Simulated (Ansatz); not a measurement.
# CH2BLiO (SMILES [Li][B]=CO): single points off equilibrium

The atoms stand at a structure displaced at random from a GFN2-xTB minimum. How far do the functionals agree with CCSD(T) there?

The runs use Ansatz 0.2.0, Gaussian basis; single points in def2-TZVPP.

Correlated methods freeze the cores. The outer core shell of Li, Na, Mg and K is correlated.

## (1) Starting geometry

6 atoms, charge 0, spin multiplicity 1.

Atoms are counted from 1 here; the program's logs count them from 0.

Bond lengths: Li1–B2 1.924 Å, B2–C3 1.400 Å, C3–O4 1.354 Å, C3–H5 1.227 Å, O4–H6 0.876 Å. Angles: Li1–B2–C3 176.9°, B2–C3–O4 146.0°, B2–C3–H5 106.5°, O4–C3–H5 107.4°, C3–O4–H6 106.8°.

Coordinates:

```mol
CH2BLiO
  3D, bonds by distance, orders not assigned

  6  5  0  0  0  0  0  0  0  0999 V2000
   -1.8266    2.2917    0.2826 Li  0  0
   -0.5070    0.8983    0.1406 B   0  0
    0.3983   -0.1624    0.0152 C   0  0
    0.5576   -1.4735   -0.2815 O   0  0
    1.4929    0.2722    0.3600 H   0  0
   -0.2376   -1.7889   -0.4711 H   0  0
  1  2  8  0
  2  3  8  0
  3  4  8  0
  3  5  8  0
  4  6  8  0
M  END
```

## (2) CCSD(T)/def2-TZVPP

The input, run/in.yaml:

```yaml
crystal:
  periodic: [false, false, false]
  atoms:
    - {symbol: Li, position_ang: [-1.826600, 2.291700, 0.282600]}
    - {symbol: B, position_ang: [-0.507000, 0.898300, 0.140600]}
    - {symbol: C, position_ang: [0.398300, -0.162400, 0.015200]}
    - {symbol: O, position_ang: [0.557600, -1.473500, -0.281500]}
    - {symbol: H, position_ang: [1.492900, 0.272200, 0.360000]}
    - {symbol: H, position_ang: [-0.237600, -1.788900, -0.471100]}
basis:
  gaussian: {orbitals: def2-TZVPP}
correlation: {method: ccsd_t}
output: {forces: true}
```

No record of the launch command was kept for these runs.

## (3) PBE0-D4/def2-TZVPP

Changes to run/in.yaml since step 2:

```diff
@@ -11,3 +11,3 @@
   gaussian: {orbitals: def2-TZVPP}
-correlation: {method: ccsd_t}
-output: {forces: true}
+hamiltonian: {xc: pbe0, dispersion: d4}
+output: {forces: true, orbitals: {seedname: orbitals}}
```

## (4) wB97M-V/def2-TZVPP

Changes to run/in.yaml since step 3:

```diff
@@ -11,3 +11,3 @@
   gaussian: {orbitals: def2-TZVPP}
-hamiltonian: {xc: pbe0, dispersion: d4}
-output: {forces: true, orbitals: {seedname: orbitals}}
+hamiltonian: {xc: {name: wB97M-V}}
+output: {forces: true}
```

## (5) r2SCAN-D4/def2-TZVPP

Changes to run/in.yaml since step 4:

```diff
@@ -11,3 +11,3 @@
   gaussian: {orbitals: def2-TZVPP}
-hamiltonian: {xc: {name: wB97M-V}}
+hamiltonian: {xc: r2scan, dispersion: d4}
 output: {forces: true}
```

## (6) PBE-D4/def2-TZVPP

Changes to run/in.yaml since step 5:

```diff
@@ -11,3 +11,3 @@
   gaussian: {orbitals: def2-TZVPP}
-hamiltonian: {xc: r2scan, dispersion: d4}
+hamiltonian: {xc: pbe, dispersion: d4}
 output: {forces: true}
```

## (7) CAM-B3LYP-D4/def2-TZVPP

Changes to run/in.yaml since step 6:

```diff
@@ -11,3 +11,3 @@
   gaussian: {orbitals: def2-TZVPP}
-hamiltonian: {xc: pbe, dispersion: d4}
+hamiltonian: {xc: {name: CAM-B3LYP}, dispersion: d4}
 output: {forces: true}
```

## (8) r2SCAN0-D4/def2-TZVPP

Changes to run/in.yaml since step 7:

```diff
@@ -11,3 +11,3 @@
   gaussian: {orbitals: def2-TZVPP}
-hamiltonian: {xc: {name: CAM-B3LYP}, dispersion: d4}
+hamiltonian: {xc: {name: r2SCAN0}, dispersion: d4}
 output: {forces: true}
```

(Steps that only read results are left out.)

What does the calculation give? Wanted: energy less free atoms, CCSD(T)/def2-TZVPP; RMS force component; RMS force error; HOMO and LUMO, PBE0-D4; T1 diagnostic.

As calculated:

```
                                  quantity                                                                                                   value
energy less free atoms, CCSD(T)/def2-TZVPP                                                                                         -441.6 kcal/mol
                       RMS force component                                                                    2.116 to 2.277 eV/Å over the methods
                           RMS force error  PBE0-D4 0.215, wB97M-V 0.235, r2SCAN-D4 0.167, PBE-D4 0.232, CAM-B3LYP-D4 0.278, r2SCAN0-D4 0.282 eV/Å
                    HOMO and LUMO, PBE0-D4                                                                                      -4.55 and -1.18 eV
                             T1 diagnostic                                                                                                   0.013
```

Against CCSD(T) the functionals' energies less atoms differ by -35.2 to -7.2 kcal/mol, PBE-D4 by -35.2 kcal/mol. A larger basis would deepen the CCSD(T) value, while the functionals are nearly converged already, so the order here is not reliable. On forces the order runs from r2SCAN-D4 to r2SCAN0-D4. Frozen-core CCSD(T) forces in triple zeta carry basis errors of their own, and this is one geometry, so small gaps rank nothing.
